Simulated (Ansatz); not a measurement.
# AlH5InNO: one species, many methods

One table from this session's results is given with a row withheld; the runs are named, their logs left out.

The runs use Ansatz 0.2.0, Gaussian basis; functionals in def2-TZVPP, the program's frozen cores in correlated methods.

The runs, in order: LDA (SPW92), PBE-D4, revPBE-D4, BLYP-D4, r2SCAN-D4, B97M-V, PBE0-D4, B3LYP-D4, r2SCANh-D4, r2SCAN0-D4, HSE06-D4, BHLYP-D4, CAM-B3LYP-D4, LC-ωPBE, ωB97X-V, ωB97M-V, B2PLYP, PBE-QIDH; CCSD(T)/def2-SVP; CCSD(T)/def2-TZVPP; MP2/def2-QZVPP; extrapolation to the limit; RPA on PBE.

### Structure used throughout

All runs share one geometry, relaxed beforehand with PBE0-D4 in a triple-zeta def2 set. In takes the def2 core potential; no spin-orbit term is included.

SMILES `[NH2][InH][AlH][OH]`, 9 atoms, charge 0, spin multiplicity 1.

Atoms are counted from 1 here; the program's logs count them from 0.

Bond lengths: N1–In2 2.020 Å, N1–H5 1.007 Å, N1–H6 1.007 Å, In2–Al3 2.655 Å, In2–H7 1.726 Å, Al3–O4 1.702 Å, Al3–H8 1.595 Å, O4–H9 0.957 Å. Angles: In2–N1–H5 124.9°, In2–N1–H6 124.2°, H5–N1–H6 110.9°, N1–In2–Al3 115.4°, N1–In2–H7 110.5°, Al3–In2–H7 134.1°, In2–Al3–O4 115.3°, In2–Al3–H8 127.2°, O4–Al3–H8 117.5°, Al3–O4–H9 122.6°.

Set-up of the first run:

File in.yaml:

```yaml
crystal:
  periodic: [false, false, false]
  atoms:
    - {symbol: N, position_ang: [-0.419750, 0.549350, -2.326792]}
    - {symbol: In, position_ang: [-0.157776, 1.058318, -0.390011]}
    - {symbol: Al, position_ang: [0.287424, -0.966103, 1.269835]}
    - {symbol: O, position_ang: [0.513862, -0.533370, 2.900354]}
    - {symbol: H, position_ang: [-0.392020, -0.391679, -2.683192]}
    - {symbol: H, position_ang: [-0.596012, 1.209605, -3.066671]}
    - {symbol: H, position_ang: [-0.280019, 2.768667, -0.192339]}
    - {symbol: H, position_ang: [0.363031, -2.516357, 0.902028]}
    - {symbol: H, position_ang: [0.681270, -1.178432, 3.586787]}
basis:
  gaussian: {orbitals: def2-TZVPP}
hamiltonian: {xc: lda}
output: {orbitals: {seedname: orbitals}}
```

Launch:

```console
ansatz run in.yaml --threads 4 --pin off --events-out ev --progress --plain --max-ram 10444MiB
```

Steps of the session up to this table: LDA; PBE-D4 (GGA); revPBE-D4 (GGA); BLYP-D4 (GGA); r2SCAN-D4 (meta-GGA); B97M-V (meta-GGA); PBE0-D4 (hybrid); B3LYP-D4 (hybrid); r2SCANh-D4 (hybrid); r2SCAN0-D4 (hybrid); HSE06-D4 (hybrid); BHLYP-D4 (hybrid); CAM-B3LYP-D4 (range-separated); LC-ωPBE (range-separated); ωB97X-V (range-separated); ωB97M-V (range-separated); B2PLYP (double hybrid); PBE-QIDH (double hybrid).

One table of the session follows, with a row left open; its other results are not shown here.

It belongs to the step «Frontier levels by functional». 

| functional | HOMO (eV) | LUMO (eV) | gap (eV) |
| --- | --- | --- | --- |
| LDA (SPW92) | -5.83 | -2.91 | 2.92 |
| PBE-D4 | -5.62 | -2.72 | 2.91 |
| revPBE-D4 | -5.54 | -2.63 | 2.91 |
| BLYP-D4 | -5.49 | -2.60 | 2.89 |
| r2SCAN-D4 | -5.83 | -2.59 | 3.24 |
| B97M-V | -5.90 | -2.74 | 3.16 |
| PBE0-D4 | ? | ? | ? |
| B3LYP-D4 | -6.62 | -2.25 | 4.37 |
| r2SCANh-D4 | -6.29 | -2.35 | 3.94 |
| r2SCAN0-D4 | -7.00 | -2.00 | 5.00 |
| HSE06-D4 | -6.43 | -2.43 | 4.01 |
| BHLYP-D4 | -7.88 | -1.37 | 6.51 |
| CAM-B3LYP-D4 | -8.17 | -1.16 | 7.01 |
| LC-ωPBE | -9.43 | -0.17 | 9.27 |
| ωB97X-V | -9.13 | -0.26 | 8.87 |
| ωB97M-V | -8.93 | -0.46 | 8.46 |

Estimate the missing values for PBE0-D4.

**Answer.** HOMO (eV): -6.84; LUMO (eV): -2.07; gap (eV): 4.77. In the column «HOMO (eV)» it lies between r2SCAN0-D4 (-7.00) and B3LYP-D4 (-6.62).
